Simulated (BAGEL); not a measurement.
# CH6NPSi (SMILES P[SiH]1CN1) at HF/3-21G (density fitting with qzvpp-jkfit)

What is the vertical ionisation energy of CH6NPSi at HF/3-21G (density fitting with qzvpp-jkfit)? 

Program for the calculation: BAGEL 1.2.2.

## Step 1: The molecule

CH6NPSi: 10 atoms, total charge 0, spin state singlet. As SMILES, `P[SiH]1CN1`. Geometry: relaxed at PBE0-D4/def2-TZVP. This is one conformer, not always the lowest.

Bond lengths: P1–Si2 2.235 Å, Si2–C3 1.830 Å, Si2–N4 1.724 Å, C3–N4 1.496 Å, P1–H5 1.419 Å, P1–H6 1.422 Å, Si2–H7 1.484 Å, C3–H8 1.090 Å, C3–H9 1.087 Å, N4–H10 1.009 Å. Some angles: P1–Si2–C3 125.1°, P1–Si2–N4 120.4°, C3–Si2–N4 49.7°, Si2–C3–N4 61.5°, Si2–N4–C3 68.8°, P1–Si2–H7 111.9°, C3–Si2–H7 117.0°, N4–Si2–H7 119.6°, Si2–P1–H5 92.1°, Si2–P1–H6 93.1°.

## Step 2: A single-point energy at HF/3-21G (density fitting with qzvpp-jkfit)

The input, calc.json:

```json
{ "bagel" : [

{
  "title" : "molecule",
  "basis" : "3-21g",
  "df_basis" : "qzvpp-jkfit",
  "angstrom" : true,
  "geometry" : [
    { "atom" : "P", "xyz" : [   -2.126500,    0.935800,   -0.067900 ] },
    { "atom" : "Si", "xyz" : [    0.034500,    0.548300,    0.353000 ] },
    { "atom" : "C", "xyz" : [    0.777000,   -1.104600,    0.610200 ] },
    { "atom" : "N", "xyz" : [    0.967700,   -0.433700,   -0.713500 ] },
    { "atom" : "H", "xyz" : [   -2.191600,   -0.136100,   -0.996200 ] },
    { "atom" : "H", "xyz" : [   -1.838400,    1.906500,   -1.066200 ] },
    { "atom" : "H", "xyz" : [    0.677500,    1.690600,    1.049000 ] },
    { "atom" : "H", "xyz" : [    1.645800,   -1.171600,    1.264400 ] },
    { "atom" : "H", "xyz" : [    0.215300,   -2.034000,    0.558400 ] },
    { "atom" : "H", "xyz" : [    1.921900,   -0.252400,   -0.988100 ] }
  ]
},
{
  "title" : "hf"
},
{
  "title" : "print",
  "file" : "orbitals.molden",
  "orbitals" : true
}

]}
```

Launch:

```
BAGEL_NUM_THREADS=1 BAGEL calc.json > calc.out
```

What it wrote:

```text
* using 1 threads per process

  ===============================================================
  ===============================================================

  *** Geometry ***

  { "atom" : "P", "xyz" : [     -4.018503,      1.768406,     -0.128312 ] },
  { "atom" : "Si", "xyz" : [      0.065196,      1.036137,      0.667073 ] },
  { "atom" : "C", "xyz" : [      1.468317,     -2.087391,      1.153111 ] },
  { "atom" : "N", "xyz" : [      1.828688,     -0.819574,     -1.348320 ] },
  { "atom" : "H", "xyz" : [     -4.141524,     -0.257192,     -1.882545 ] },
  { "atom" : "H", "xyz" : [     -3.474073,      3.602763,     -2.014826 ] },
  { "atom" : "H", "xyz" : [      1.280289,      3.194771,      1.982323 ] },
  { "atom" : "H", "xyz" : [      3.110111,     -2.214003,      2.389370 ] },
  { "atom" : "H", "xyz" : [      0.406858,     -3.843703,      1.055223 ] },
  { "atom" : "H", "xyz" : [      3.631865,     -0.476967,     -1.867238 ] },

  Number of auxiliary basis functions:      516

  Since a DF basis is specified, we compute 2- and 3-index integrals:
    o Being stored without compression. Storage requirement is 0.013 GB

  Number of basis functions:       56
  Number of electrons      :       48

    * METHOD: MOLECULE                             0.23

  *** RHF ***

  === Nuclear Repulsion ===
   209.9988838173

      * DIIS with orbital gradients will be used.

  === RHF iteration (3-21g) ===
      0       -721.49497296          0.01904517           0.06
      1       -721.57638581          0.01066425           0.05
      2       -721.60438518          0.00156177           0.05
      3       -721.60552003          0.00033612           0.05
      4       -721.60559203          0.00012100           0.05
      5       -721.60560576          0.00003117           0.05
      6       -721.60560683          0.00001051           0.05
      7       -721.60560692          0.00000318           0.05
      8       -721.60560693          0.00000131           0.05
      9       -721.60560693          0.00000054           0.05
     10       -721.60560693          0.00000018           0.06
     11       -721.60560693          0.00000007           0.06
     12       -721.60560693          0.00000002           0.06
     13       -721.60560693          0.00000001           0.05
    * SCF iteration converged.

    * Permanent dipole moment:
           (   -0.692007,    -0.255657,    -0.158086) a.u.

    * METHOD: HF                                   0.93

    * METHOD: PRINT                                0.01

  ===============================================================
```

Run time: 1.4 s. Hardware: 1 thread of Arm Neoverse V1, shared host; peak memory 0.093 GiB.

## Step 3: The doublet cation, same level

The input, input.json:

```json
{ "bagel" : [

{
  "title" : "molecule",
  "basis" : "3-21g",
  "df_basis" : "qzvpp-jkfit",
  "angstrom" : true,
  "geometry" : [
    { "atom" : "P", "xyz" : [   -2.126500,    0.935800,   -0.067900 ] },
    { "atom" : "Si", "xyz" : [    0.034500,    0.548300,    0.353000 ] },
    { "atom" : "C", "xyz" : [    0.777000,   -1.104600,    0.610200 ] },
    { "atom" : "N", "xyz" : [    0.967700,   -0.433700,   -0.713500 ] },
    { "atom" : "H", "xyz" : [   -2.191600,   -0.136100,   -0.996200 ] },
    { "atom" : "H", "xyz" : [   -1.838400,    1.906500,   -1.066200 ] },
    { "atom" : "H", "xyz" : [    0.677500,    1.690600,    1.049000 ] },
    { "atom" : "H", "xyz" : [    1.645800,   -1.171600,    1.264400 ] },
    { "atom" : "H", "xyz" : [    0.215300,   -2.034000,    0.558400 ] },
    { "atom" : "H", "xyz" : [    1.921900,   -0.252400,   -0.988100 ] }
  ]
},
{
  "title" : "uhf",
  "charge" : 1,
  "nopen" : 1
},
{
  "title" : "print",
  "file" : "orbitals.molden",
  "orbitals" : true
}

]}
```

Launch:

```
BAGEL_NUM_THREADS=1 BAGEL input.json > input.out
```

What it wrote:

```text
* using 1 threads per process

  ===============================================================
  ===============================================================

  *** Geometry ***

  { "atom" : "P", "xyz" : [     -4.018503,      1.768406,     -0.128312 ] },
  { "atom" : "Si", "xyz" : [      0.065196,      1.036137,      0.667073 ] },
  { "atom" : "C", "xyz" : [      1.468317,     -2.087391,      1.153111 ] },
  { "atom" : "N", "xyz" : [      1.828688,     -0.819574,     -1.348320 ] },
  { "atom" : "H", "xyz" : [     -4.141524,     -0.257192,     -1.882545 ] },
  { "atom" : "H", "xyz" : [     -3.474073,      3.602763,     -2.014826 ] },
  { "atom" : "H", "xyz" : [      1.280289,      3.194771,      1.982323 ] },
  { "atom" : "H", "xyz" : [      3.110111,     -2.214003,      2.389370 ] },
  { "atom" : "H", "xyz" : [      0.406858,     -3.843703,      1.055223 ] },
  { "atom" : "H", "xyz" : [      3.631865,     -0.476967,     -1.867238 ] },

  Number of auxiliary basis functions:      516

  Since a DF basis is specified, we compute 2- and 3-index integrals:
    o Being stored without compression. Storage requirement is 0.013 GB

  Number of basis functions:       56
  Number of electrons      :       48

    * METHOD: MOLECULE                             0.22

  *** Open-shell HF ***

  === Nuclear Repulsion ===
   209.9988838173

      * DIIS with orbital gradients will be used.

  === UHF iteration (3-21g) ===
      0       -721.19115440          0.02964508           0.11
      1       -721.27768470          0.01851395           0.10
      2       -721.29455051          0.01180599           0.10
      3       -721.30582013          0.00322246           0.10
      4       -721.31120312          0.00282601           0.10
      5       -721.31731914          0.00239285           0.11
      6       -721.32579880          0.00167217           0.10
      7       -721.32524010          0.00174538           0.11
      8       -721.32702846          0.00046583           0.11
      9       -721.32720084          0.00059254           0.11
     10       -721.32730030          0.00007118           0.11
     11       -721.32730264          0.00005149           0.11
     12       -721.32730453          0.00002351           0.11
     13       -721.32730507          0.00001447           0.11
     14       -721.32730529          0.00000667           0.10
     15       -721.32730533          0.00000271           0.11
     16       -721.32730535          0.00000109           0.11
     17       -721.32730535          0.00000054           0.11
     18       -721.32730535          0.00000027           0.11
     19       -721.32730535          0.00000018           0.11
     20       -721.32730535          0.00000010           0.11
     21       -721.32730535          0.00000005           0.11
     22       -721.32730535          0.00000003           0.11
     23       -721.32730535          0.00000001           0.11
     24       -721.32730535          0.00000001           0.11
    * SCF iteration converged.

    * S^2 (UHF) is 0.7613

    * Permanent dipole moment:
           (   -1.900052,     0.501899,     0.367577) a.u.

    * METHOD: UHF                                  2.83

    * METHOD: PRINT                                0.01

  ===============================================================
```

Wall time 3.3 s (1 thread of Arm Neoverse V1, shared host); peak memory 0.095 GiB.

## Step 4: Outcome

At HF/3-21G (density fitting with qzvpp-jkfit):

```
                                          quantity          value
                     singlet CH6NPSi: total energy  -721.60561 Eh
                    singlet CH6NPSi: dipole moment         1.92 D
                      singlet CH6NPSi: HOMO energy       -9.60 eV
                      singlet CH6NPSi: LUMO energy        3.75 eV
                    singlet CH6NPSi: HOMO–LUMO gap       13.35 eV
                      doublet cation: total energy  -721.32731 Eh
                              doublet cation: ⟨S²⟩          0.761
vertical ionisation energy (to the doublet cation)       7.573 eV
```

In words: Removing an electron at fixed nuclei costs 7.57 eV (175 kcal/mol). −ε(HOMO) before ionisation, 9.60 eV, is 2.03 eV above this ionisation energy.
